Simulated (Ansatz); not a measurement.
**C5H8BClO3: ionisation energy by level of theory**

The task here is to estimate one member of a computed series from the others.

Computed with Ansatz 0.2.0, Gaussian basis. Level: unrestricted cation, the program's frozen cores in correlated methods.

The runs, in order: UKS PBE-D4/def2-TZVPP; UKS r2SCAN-D4/def2-TZVPP; UKS PBE0-D4/def2-TZVPP; UKS B3LYP-D4/def2-TZVPP; UKS wB97X-V/def2-TZVPP; UKS wB97M-V/def2-TZVPP; UKS B2PLYP/def2-TZVPP; UHF-CCSD(T)/def2-TZVPP; UHF-MP2/def2-QZVPP; extrapolation to the limit; then −ε(HOMO) from the neutral's earlier runs with LDA (SPW92), PBE-D4, revPBE-D4, BLYP-D4, r2SCAN-D4, B97M-V, PBE0-D4, B3LYP-D4, r2SCANh-D4, r2SCAN0-D4, HSE06-D4, BHLYP-D4, CAM-B3LYP-D4, LC-ωPBE, ωB97X-V, ωB97M-V.

### The relaxed structure

An earlier PBE0-D4 in a triple-zeta def2 set relaxation fixed the geometry.

SMILES `CC1=CC(C)=[O+][B-](O)(Cl)O1`, 18 atoms, charge 0, spin multiplicity 1.

Atoms are counted from 1 here; the program's logs count them from 0.

Bond lengths: C1–C2 1.484 Å, C1–H11 1.088 Å, C1–H12 1.092 Å, C1–H13 1.094 Å, C2–C3 1.388 Å, C2–O10 1.281 Å, C3–C4 1.388 Å, C3–H14 1.079 Å, C4–C5 1.484 Å, C4–O6 1.281 Å, C5–H15 1.094 Å, C5–H16 1.088 Å, C5–H17 1.092 Å, O6–B7 1.520 Å, B7–O8 1.386 Å, B7–Cl9 1.846 Å, B7–O10 1.520 Å, O8–H18 0.959 Å. Angles: C2–C1–H11 112.1°, C2–C1–H12 109.6°, C2–C1–H13 108.4°, H11–C1–H12 110.1°, H11–C1–H13 109.4°, H12–C1–H13 107.0°, C1–C2–C3 122.8°, C1–C2–O10 115.5°, C3–C2–O10 121.7°, C2–C3–C4 118.1°, C2–C3–H14 120.7°, C4–C3–H14 120.7°, C3–C4–C5 122.8°, C3–C4–O6 121.7°, C5–C4–O6 115.5°, C4–C5–H15 108.4°, C4–C5–H16 112.1°, C4–C5–H17 109.6° and more.

Coordinates:

```mol
C5H8BClO3
  3D, bonds by distance, orders not assigned

 18 18  0  0  0  0  0  0  0  0999 V2000
    1.4920   -2.0915   -0.7639 C   0  0
    0.7903   -0.8982   -0.2302 C   0  0
   -0.2675   -0.2903   -0.8923 C   0  0
   -0.9890    0.6844   -0.2172 C   0  0
   -2.2605    1.2459   -0.7364 C   0  0
   -0.6093    1.1377    0.9189 O   0  0
    0.7997    0.8904    1.4316 B   0  0
    0.8653    0.9528    2.8142 O   0  0
    1.9019    2.1360    0.6308 Cl  0  0
    1.2054   -0.4764    0.9057 O   0  0
    1.0121   -2.4836   -1.6582 H   0  0
    1.5384   -2.8639    0.0065 H   0  0
    2.5230   -1.8100   -0.9974 H   0  0
   -0.6049   -0.6619   -1.8473 H   0  0
   -2.1039    2.3048   -0.9616 H   0  0
   -2.6003    0.7311   -1.6327 H   0  0
   -3.0271    1.1942    0.0394 H   0  0
    0.2968    0.3100    3.2420 H   0  0
  1  2  8  0
  2  3  8  0
  3  4  8  0
  4  5  8  0
  4  6  8  0
  6  7  8  0
  7  8  8  0
  7  9  8  0
  7 10  8  0
  1 11  8  0
  1 12  8  0
  1 13  8  0
  3 14  8  0
  5 15  8  0
  5 16  8  0
  5 17  8  0
  8 18  8  0
  2 10  8  0
M  END
```

The first run:

Input file in.yaml:

```yaml
crystal:
  periodic: [false, false, false]
  atoms:
    - {symbol: C, position_ang: [1.492029, -2.091458, -0.763895]}
    - {symbol: C, position_ang: [0.790259, -0.898161, -0.230160]}
    - {symbol: C, position_ang: [-0.267452, -0.290336, -0.892350]}
    - {symbol: C, position_ang: [-0.989001, 0.684449, -0.217211]}
    - {symbol: C, position_ang: [-2.260461, 1.245877, -0.736378]}
    - {symbol: O, position_ang: [-0.609289, 1.137747, 0.918882]}
    - {symbol: B, position_ang: [0.799694, 0.890382, 1.431571]}
    - {symbol: O, position_ang: [0.865314, 0.952831, 2.814167]}
    - {symbol: Cl, position_ang: [1.901898, 2.136017, 0.630801]}
    - {symbol: O, position_ang: [1.205416, -0.476428, 0.905682]}
    - {symbol: H, position_ang: [1.012090, -2.483637, -1.658247]}
    - {symbol: H, position_ang: [1.538427, -2.863872, 0.006454]}
    - {symbol: H, position_ang: [2.522960, -1.809975, -0.997419]}
    - {symbol: H, position_ang: [-0.604893, -0.661895, -1.847316]}
    - {symbol: H, position_ang: [-2.103916, 2.304759, -0.961597]}
    - {symbol: H, position_ang: [-2.600333, 0.731075, -1.632716]}
    - {symbol: H, position_ang: [-3.027086, 1.194173, 0.039375]}
    - {symbol: H, position_ang: [0.296843, 0.309951, 3.241956]}
basis:
  gaussian: {orbitals: def2-TZVPP}
total_charge: 1
magnetization: {spin_polarized: true, initial_magnetization: 1}
hamiltonian: {xc: pbe, dispersion: d4}
```

Run with:

```sh
> ansatz run in.yaml --threads 4 --pin off --events-out ev --progress --plain --max-ram 66560MiB --backend cuda --devices 0, --max-vram 37GiB
```

Steps of the session up to this table: Cation, UKS PBE-D4/def2-TZVPP; Cation, UKS r2SCAN-D4/def2-TZVPP; Cation, UKS PBE0-D4/def2-TZVPP; Cation, UKS B3LYP-D4/def2-TZVPP; Cation, UKS wB97X-V/def2-TZVPP; Cation, UKS wB97M-V/def2-TZVPP; Cation, UKS B2PLYP (frozen core)/def2-TZVPP; Cation, UHF-CCSD(T)/def2-TZVPP; Cation, UHF-MP2/def2-QZVPP.

One of the session's tables, all rows but one given; the rest of the session is left out.

It belongs to the step «Ionisation energies side by side». For comparison, −ε(HOMO) of the neutral from earlier runs:

```
  functional  −ε(HOMO) (eV)
 LDA (SPW92)           6.58
      PBE-D4           6.42
   revPBE-D4           6.35
     BLYP-D4           6.26
   r2SCAN-D4              ?
      B97M-V           6.84
     PBE0-D4           7.75
    B3LYP-D4           7.53
  r2SCANh-D4           7.25
  r2SCAN0-D4           7.93
    HSE06-D4           7.35
    BHLYP-D4           8.81
CAM-B3LYP-D4           9.06
     LC-ωPBE          10.32
     ωB97X-V          10.00
     ωB97M-V           9.91
```

Q: Estimate the row for r2SCAN-D4 from the others.

Worked estimate for «−ε(HOMO) (eV)». Against the share of exact exchange, r2SCANh-D4 (0.1, 7.25), r2SCAN0-D4 (0.25, 7.93) give a slope of 4.53 per unit share; at 0 the line stands at 6.80.

The run gave: −ε(HOMO) (eV): 6.74. In «−ε(HOMO) (eV)» the line misses by +0.06.

To keep in mind: The cation may have settled in a state other than its lowest; no search over hole states beyond the program's own was made.
